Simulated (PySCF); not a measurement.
# C3H5BF2O: the cost of one run

The runs use PySCF 2.14.0, with density-fitted response routines of our own; the level of theory stands in each step. All values are computed, except where a source is named. Atoms count from 0, in the outputs and in this text.

## 1. Starting geometry

12 atoms, charge 0, multiplicity 1; geometry from: PBE0-D3(BJ)/def2-SVP.

Bonds of the start (Å): F0–B1 1.32, B1–F2 1.32, B1–C3 1.56, C3–C4 1.50, C4–C5 1.46, C5–O6 1.41, O6–C4 1.41, C3–H7 1.11, C3–H8 1.10, C4–H9 1.10, C5–H10 1.10, C5–H11 1.10.

## 2. Nuclear shieldings: PBE0/6-31G*

Job settings and geometry (Å):

```
{"job": {"kind": "nmr", "xc": "PBE0", "basis": "6-31G*", "pop": true}, "charge": 0, "multiplicity": 1}
F     -1.625445     0.826919     1.457585
B     -1.800753     0.136270     0.345707
F     -3.028851     0.105159    -0.135764
C     -0.622928    -0.608959    -0.359992
C      0.720775    -0.375825     0.270398
C      1.602772     0.708703    -0.160794
O      1.859806    -0.630627    -0.520867
H     -0.861131    -1.688780    -0.369590
H     -0.601734    -0.315851    -1.423802
H      0.813049    -0.712508     1.313303
H      1.281302     1.369833    -0.977447
H      2.305573     1.159556     0.551532
```

Method: GIAO PBE0/6-31G* NMR shielding, non-relativistic, gas phase.

The run is started by

```bash
$ OMP_NUM_THREADS=1 python probes_run.py task.json out
```

The driver reads the jobs from task.json and runs them one after another.

Q: Estimate the wall time and peak memory of this first job on 1 thread of Arm Neoverse V1, shared host.

About 9.8 s, with a peak of 0.6 GiB.
